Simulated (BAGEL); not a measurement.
# HF/6-31G(d) (density fitting with qzvpp-jkfit, spherical functions) run of GePNH6 (SMILES [NH2][GeH2][PH2])

Aim: the vertical ionisation energy of GePNH6 at HF/6-31G* (density fitting with qzvpp-jkfit, spherical functions), from 2 runs. 

Program for the calculation: BAGEL 1.2.2.

## 1. The system as given

GePNH6: 9 atoms, total charge 0, spin state singlet. As SMILES, `[NH2][GeH2][PH2]`. Geometry: a GFN2-xTB relaxation, a rough one for these elements and not checked as a minimum. This is one conformer, not always the lowest.

Bond lengths: N1–Ge2 1.816 Å, Ge2–P3 2.295 Å, N1–H4 1.009 Å, N1–H5 1.010 Å, Ge2–H6 1.509 Å, Ge2–H7 1.533 Å, P3–H8 1.390 Å, P3–H9 1.388 Å. Some angles: N1–Ge2–P3 106.2°, N1–Ge2–H6 104.2°, N1–Ge2–H7 112.6°, P3–Ge2–H6 113.1°, P3–Ge2–H7 115.4°, Ge2–N1–H4 117.5°, Ge2–N1–H5 117.3°, Ge2–P3–H8 92.9°, Ge2–P3–H9 93.3°, H6–Ge2–H7 105.0°.

## 2. The energy at HF/6-31G(d) (density fitting with qzvpp-jkfit, spherical functions)

calc.json

```json
{ "bagel": [

{
  "title": "molecule",
  "basis": "6-31gs.json",
  "df_basis": "qzvpp-jkfit",
  "angstrom": "true",
  "geometry": [
    { "atom": "N", "xyz": [      -1.094670,       0.696980,      -1.022650 ] },
    { "atom": "Ge", "xyz": [       0.290280,       0.532470,       0.139720 ] },
    { "atom": "P", "xyz": [      -0.110990,      -1.375970,       1.349300 ] },
    { "atom": "H", "xyz": [      -1.050930,       1.446670,      -1.697080 ] },
    { "atom": "H", "xyz": [      -1.404340,      -0.139740,      -1.495410 ] },
    { "atom": "H", "xyz": [       0.222060,       1.786980,       0.975440 ] },
    { "atom": "H", "xyz": [       1.654390,       0.593230,      -0.557450 ] },
    { "atom": "H", "xyz": [       0.364530,      -2.202110,       0.337370 ] },
    { "atom": "H", "xyz": [       1.129660,      -1.338510,       1.970750 ] }
  ]
},

{ "title": "hf" },

{ "title": "print", "file": "orbitals.molden", "orbitals": "true" }

]}
```

The basis set 6-31G* is read from a file made from the Basis Set Exchange's data (not shown).

Command:

```bash
BAGEL_NUM_THREADS=1 BAGEL calc.json > calc.out
```

The program printed:

```text
* using 1 threads per process

  ===============================================================
  ===============================================================

  *** Geometry ***

  { "atom" : "N", "xyz" : [     -2.068626,      1.317101,     -1.932528 ] },
  { "atom" : "Ge", "xyz" : [      0.548550,      1.006222,      0.264033 ] },
  { "atom" : "P", "xyz" : [     -0.209741,     -2.600206,      2.549807 ] },
  { "atom" : "H", "xyz" : [     -1.985970,      2.733810,     -3.207016 ] },
  { "atom" : "H", "xyz" : [     -2.653818,     -0.264070,     -2.825915 ] },
  { "atom" : "H", "xyz" : [      0.419633,      3.376903,      1.843314 ] },
  { "atom" : "H", "xyz" : [      3.126344,      1.121042,     -1.053428 ] },
  { "atom" : "H", "xyz" : [      0.688862,     -4.161385,      0.637537 ] },
  { "atom" : "H", "xyz" : [      2.134748,     -2.529417,      3.724178 ] },

  Number of auxiliary basis functions:      579

  Since a DF basis is specified, we compute 2- and 3-index integrals:
    o Being stored without compression. Storage requirement is 0.027 GB

  Number of basis functions:       76
  Number of electrons      :       60

    * METHOD: MOLECULE                             0.98

  *** RHF ***

  === Nuclear Repulsion ===
   276.3906793577

      * DIIS with orbital gradients will be used.

  === RHF iteration (6-31gs.json) ===
      0      -2473.56266552          0.01847962           0.20
      1      -2473.67415103          0.01090499           0.19
      2      -2473.72550270          0.00139202           0.15
      3      -2473.72701813          0.00025545           0.19
      4      -2473.72706650          0.00009409           0.19
      5      -2473.72707445          0.00002665           0.16
      6      -2473.72707529          0.00000677           0.17
      7      -2473.72707537          0.00000178           0.17
      8      -2473.72707537          0.00000061           0.18
      9      -2473.72707537          0.00000027           0.17
     10      -2473.72707537          0.00000008           0.17
     11      -2473.72707537          0.00000003           0.17
     12      -2473.72707537          0.00000001           0.18
     13      -2473.72707537          0.00000000           0.14
    * SCF iteration converged.

    * Permanent dipole moment:
           (   -0.452377,     0.076273,     0.573104) a.u.

    * METHOD: HF                                   3.05

    * METHOD: PRINT                                0.01

  ===============================================================
```

Wall time 4.5 s (1 thread of Intel Xeon at 2.50GHz (Skylake/Cascade Lake), shared host).

## 3. The doublet cation at the same level

input.json

```json
{ "bagel" : [

{
  "title" : "molecule",
  "basis" : "6-31gs.json",
  "df_basis" : "qzvpp-jkfit",
  "angstrom" : true,
  "geometry" : [
    { "atom" : "N", "xyz" : [      -1.094670,       0.696980,      -1.022650 ] },
    { "atom" : "Ge", "xyz" : [       0.290280,       0.532470,       0.139720 ] },
    { "atom" : "P", "xyz" : [      -0.110990,      -1.375970,       1.349300 ] },
    { "atom" : "H", "xyz" : [      -1.050930,       1.446670,      -1.697080 ] },
    { "atom" : "H", "xyz" : [      -1.404340,      -0.139740,      -1.495410 ] },
    { "atom" : "H", "xyz" : [       0.222060,       1.786980,       0.975440 ] },
    { "atom" : "H", "xyz" : [       1.654390,       0.593230,      -0.557450 ] },
    { "atom" : "H", "xyz" : [       0.364530,      -2.202110,       0.337370 ] },
    { "atom" : "H", "xyz" : [       1.129660,      -1.338510,       1.970750 ] }
  ]
},

{ "title" : "uhf", "charge" : 1, "nopen" : 1 },

{ "title" : "print", "file" : "orbitals.molden", "orbitals" : true }

]}
```

The basis set 6-31G* is read from a file made from the Basis Set Exchange's data (not shown).

Command:

```bash
BAGEL_NUM_THREADS=1 BAGEL input.json > input.out
```

The program printed:

```text
* using 1 threads per process

  ===============================================================
  ===============================================================

  *** Geometry ***

  { "atom" : "N", "xyz" : [     -2.068626,      1.317101,     -1.932528 ] },
  { "atom" : "Ge", "xyz" : [      0.548550,      1.006222,      0.264033 ] },
  { "atom" : "P", "xyz" : [     -0.209741,     -2.600206,      2.549807 ] },
  { "atom" : "H", "xyz" : [     -1.985970,      2.733810,     -3.207016 ] },
  { "atom" : "H", "xyz" : [     -2.653818,     -0.264070,     -2.825915 ] },
  { "atom" : "H", "xyz" : [      0.419633,      3.376903,      1.843314 ] },
  { "atom" : "H", "xyz" : [      3.126344,      1.121042,     -1.053428 ] },
  { "atom" : "H", "xyz" : [      0.688862,     -4.161385,      0.637537 ] },
  { "atom" : "H", "xyz" : [      2.134748,     -2.529417,      3.724178 ] },

  Number of auxiliary basis functions:      579

  Since a DF basis is specified, we compute 2- and 3-index integrals:
    o Being stored without compression. Storage requirement is 0.027 GB

  Number of basis functions:       76
  Number of electrons      :       60

    * METHOD: MOLECULE                             0.89

  *** Open-shell HF ***

  === Nuclear Repulsion ===
   276.3906793577

      * DIIS with orbital gradients will be used.

  === UHF iteration (6-31gs.json) ===
      0      -2473.20052374          0.03790825           0.27
      1      -2473.30919637          0.02688748           0.29
      2      -2473.35595291          0.01974577           0.27
      3      -2473.39789217          0.00180301           0.27
      4      -2473.40063910          0.00094959           0.26
      5      -2473.40197624          0.00061588           0.27
      6      -2473.40279298          0.00030829           0.26
      7      -2473.40302546          0.00015326           0.31
      8      -2473.40309333          0.00011206           0.39
      9      -2473.40312663          0.00007934           0.38
     10      -2473.40315323          0.00004620           0.40
     11      -2473.40315898          0.00002179           0.41
     12      -2473.40316002          0.00001207           0.40
     13      -2473.40316034          0.00000701           0.40
     14      -2473.40316055          0.00000361           0.35
     15      -2473.40316060          0.00000185           0.40
     16      -2473.40316061          0.00000083           0.41
     17      -2473.40316061          0.00000052           0.39
     18      -2473.40316061          0.00000039           0.26
     19      -2473.40316062          0.00000028           0.27
     20      -2473.40316062          0.00000015           0.27
     21      -2473.40316062          0.00000008           0.27
     22      -2473.40316062          0.00000006           0.26
     23      -2473.40316062          0.00000004           0.29
     24      -2473.40316062          0.00000003           0.28
     25      -2473.40316062          0.00000002           0.26
     26      -2473.40316062          0.00000001           0.27
     27      -2473.40316062          0.00000001           0.30
    * SCF iteration converged.

    * S^2 (UHF) is 0.7630

    * Permanent dipole moment:
           (   -0.345501,     1.725407,    -0.718433) a.u.

    * METHOD: UHF                                  9.32

    * METHOD: PRINT                                0.01

  ===============================================================
```

Run time: 11 s. Hardware: 1 thread of Intel Xeon at 2.50GHz (Skylake/Cascade Lake), shared host.

## 4. Outcome

At HF/6-31G* (density fitting with qzvpp-jkfit, spherical functions):

| quantity | value |
| --- | --- |
| singlet GePNH6: total energy | -2473.72708 Eh |
| singlet GePNH6: dipole moment | 1.87 D |
| singlet GePNH6: HOMO energy | -9.98 eV |
| singlet GePNH6: LUMO energy | 3.39 eV |
| singlet GePNH6: HOMO–LUMO gap | 13.38 eV |
| doublet cation: total energy | -2473.40316 Eh |
| doublet cation: ⟨S²⟩ | 0.763 |
| vertical ionisation energy (to the doublet cation) | 8.814 eV |

What this shows: Removing an electron at fixed nuclei costs 8.81 eV (850 kJ/mol). −ε(HOMO) before ionisation, 9.98 eV, is 1.17 eV above this ionisation energy.
